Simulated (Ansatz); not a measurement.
# SnGe2Se3: the cost of one run

Method: DFT PBE, scalar-relativistic, plane waves, PAW, in Ansatz 0.2.0.

### 1 The system as given

It takes space group P-3m1 (No. 164, trigonal). Conventional cell: a = 4.148 Å, b = 4.148 Å, c = 10.161 Å, α = 90.00°, β = 90.00°, γ = 120.00°. Sn (site symmetry -3m) is surrounded by 6 Se at 2.93 Å. Ge (site symmetry 3m) has 6 Se at 2.93 Å as nearest neighbours. Se (site symmetry 3m) has 3 Ge at 2.93 Å and 3 Sn at 2.93 Å as nearest neighbours. Se (site symmetry -3m) is surrounded by 6 Ge at 2.93 Å.

Structure file:

```
CELL_PARAMETERS angstrom
4.14810 0.00000 0.00000
-2.07405 3.59236 0.00000
0.00000 0.00000 10.16072
ATOMIC_POSITIONS crystal
Sn 0.00000 0.00000 0.50000
Ge 0.66667 0.33333 0.83333
Ge 0.33333 0.66667 0.16667
Se 0.33333 0.66667 0.66667
Se 0.66667 0.33333 0.33333
Se 0.00000 0.00000 0.00000
```

The start is an ordering of an alloy on its end members' structure types: elements ordered on the sites of the SnSe type, Ge/Sn on Sn (P-3m1, No. 164).

### 2 A first look at the guess

Contents of input.yaml:

```yaml
crystal:
  lattice:
    - [4.14809585, 0.0, 0.0]
    - [-2.07404793, 3.59235639, 0.0]
    - [0.0, 0.0, 10.16071824]
  atoms:
    - { symbol: Sn, position: [0.0, 0.0, 0.5] }
    - { symbol: Ge, position: [0.66666667, 0.33333333, 0.83333333] }
    - { symbol: Ge, position: [0.33333333, 0.66666667, 0.16666667] }
    - { symbol: Se, position: [0.33333333, 0.66666667, 0.66666667] }
    - { symbol: Se, position: [0.66666667, 0.33333333, 0.33333333] }
    - { symbol: Se, position: [0.0, 0.0, 0.0] }
basis:
  ecutwfc: 420
kpoints:
  mp_grid: { grid: [6, 6, 2] }
hamiltonian:
  xc: pbe
scf:
  occupations: { method: gaussian, width: 0.1 }
  lower_state_search: "off"
output:
  forces: true
  stress: true
  eigenvalues: true
```

Run with:

```bash
ansatz run input.yaml --threads 1 --pin off --max-ram 2560MiB --backend cpu --events-out ev --progress --plain --runs-dir out
```

What time and memory should one allow on 1 thread of Intel Xeon 6975P-C (Granite Rapids), shared host?

About 3.3 s, with a peak of 0.5 GiB.
